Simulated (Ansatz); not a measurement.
# [SiF5]− (SMILES F[Si-](F)(F)(F)F) at HF/6-31G(d) (spherical functions)

Aim: the vertical singlet–triplet gap of [SiF5]− at HF/6-31G* (spherical functions), from 2 runs. 

The results are computed with Ansatz 0.2.0.

16 further runs of the same task are left out: 14 that didn't finish, 2 set aside as unsound or not needed. Runs told in other sessions of the task aren't counted.

### Step 1. The molecule

[SiF5]−: 6 atoms, total charge -1, spin state singlet. SMILES: `F[Si-](F)(F)(F)F`. The shape is that of a PBE0-D4/def2-TZVPD optimisation.

Bond lengths: F1–Si2 1.669 Å, Si2–F3 1.628 Å, Si2–F4 1.628 Å, Si2–F5 1.669 Å, Si2–F6 1.627 Å. Angles: F1–Si2–F3 90.0°, F1–Si2–F4 90.0°, F1–Si2–F5 180.0°, F1–Si2–F6 90.0°, F3–Si2–F4 120.0°, F3–Si2–F5 90.0°, F3–Si2–F6 120.0°, F4–Si2–F5 90.0°, F4–Si2–F6 120.0°, F5–Si2–F6 90.0°.

### Step 2. The energy at HF/6-31G(d) (spherical functions)

Contents of in.yaml:

```yaml
crystal:
  periodic: [false, false, false]
  atoms:
    - symbol: F
      position_ang: [-0.716900, -1.106000, 1.023500]
    - symbol: Si
      position_ang: [-0.000000, -0.000000, -0.000000]
    - symbol: F
      position_ang: [-1.466700, 0.583500, -0.396400]
    - symbol: F
      position_ang: [0.651500, -1.218400, -0.860200]
    - symbol: F
      position_ang: [0.716500, 1.105800, -1.024000]
    - symbol: F
      position_ang: [0.815500, 0.635100, 1.257000]
basis:
  gaussian: {orbitals: 6-31G_st_-spherical.json}
total_charge: -1
hamiltonian: {xc: hf}
accuracy: high
output: {orbitals: {seedname: orbitals}}
```

The basis set 6-31G* is read from a file made from the Basis Set Exchange's data (not shown).

Command:

```bash
$ ansatz run in.yaml --threads 1 --pin off --max-ram 3480MiB --events-out events.jsonl --progress --plain --runs-dir runs
```

Standard output:

```text
Warning: RAYON_NUM_THREADS=1 ignored (pool sized by the plan → 1); use --threads N
Functional definition: HF
  name "HF"
  exchange = exact_x
  correlation = 0
1915 factors; integrals over basis functions are off by at most 3.6e-9 eV
mean field evaluation 1: about -21398.5415 eV, gradient 3.3e1 eV
mean field evaluation 2: about -21398.6284 eV, gradient 3.3e1 eV
mean field evaluation 4: about -21400.6182 eV, gradient 2.2e0 eV
mean field evaluation 8: about -21400.6303 eV, gradient 6.0e-2 eV
mean field -21400.63031371 eV, -786.4586581605 hartree, gradient 1.9e-8 eV, S^2 0.000000; 0 other end points of the search recorded, 0 dependent functions left out
reference -21400.63031371 eV, -786.4586581605 hartree; 30, 30 occupied and 58, 58 virtual orbitals, 1915 factors
Total energy: -21400.63031371 eV, -786.4586581605 hartree
```

It took 2.7 s on 1 thread of Arm Neoverse V1, shared host; peak memory 0.26 GiB.

### Step 3. The triplet, same level

Contents of in.yaml:

```yaml
crystal:
  periodic: [false, false, false]
  atoms:
    - {symbol: F, position_ang: [-0.716900, -1.106000, 1.023500]}
    - {symbol: Si, position_ang: [-0.000000, -0.000000, -0.000000]}
    - {symbol: F, position_ang: [-1.466700, 0.583500, -0.396400]}
    - {symbol: F, position_ang: [0.651500, -1.218400, -0.860200]}
    - {symbol: F, position_ang: [0.716500, 1.105800, -1.024000]}
    - {symbol: F, position_ang: [0.815500, 0.635100, 1.257000]}
basis:
  gaussian: {orbitals: 6-31G_st_-spherical.json}
total_charge: -1
accuracy: high
output: {orbitals: {seedname: orbitals}}
hamiltonian: {xc: hf}
magnetization: {spin_polarized: true, initial_magnetization: 2}
```

The basis set 6-31G* is read from a file made from the Basis Set Exchange's data (not shown).

Command:

```bash
$ ansatz run in.yaml --threads 1 --pin off --max-ram 3480MiB --events-out events.jsonl --progress --plain --runs-dir runs
```

Standard output, cut to the lines that bear on the results:

```text
Warning: RAYON_NUM_THREADS=1 ignored (pool sized by the plan → 1); use --threads N
Functional definition: HF
  name "HF"
[...]
1915 factors; integrals over basis functions are off by at most 3.6e-9 eV
[...]
mean field -21389.06374291 eV, -786.0335945238 hartree, gradient 1.4e-8 eV, S^2 2.006095; 3 other end points of the search recorded, 0 dependent functions left out
reference -21389.06374291 eV, -786.0335945238 hartree; 31, 29 occupied and 57, 59 virtual orbitals, 1915 factors
Total energy: -21389.06374291 eV, -786.0335945238 hartree
```

It took 65 s on 1 thread of Arm Neoverse V1, shared host; peak memory 0.47 GiB.

### Step 4. Outcome

At HF/6-31G* (spherical functions):

| quantity | value |
| --- | --- |
| singlet: total energy | -786.45866 Eh |
| singlet: HOMO energy | -10.11 eV |
| singlet: LUMO energy | 11.57 eV |
| singlet: HOMO–LUMO gap (to an unbound level, set by the basis) | 21.67 eV |
| triplet: total energy | -786.03359 Eh |
| triplet: HOMO energy (highest over α and β) | 3.88 eV |
| triplet: ⟨S²⟩ | 2.006 |
| vertical energy of the triplet above the singlet | 11.567 eV |

What this shows: At this shape the triplet lies 11.57 eV (1116 kJ/mol) above the singlet. For an anion a state so high probably lies above electron detachment. The HOMO (triplet) lies at positive energy, 3.88 eV: the electron is unbound at this level or held by a compact basis; values depend on the basis.
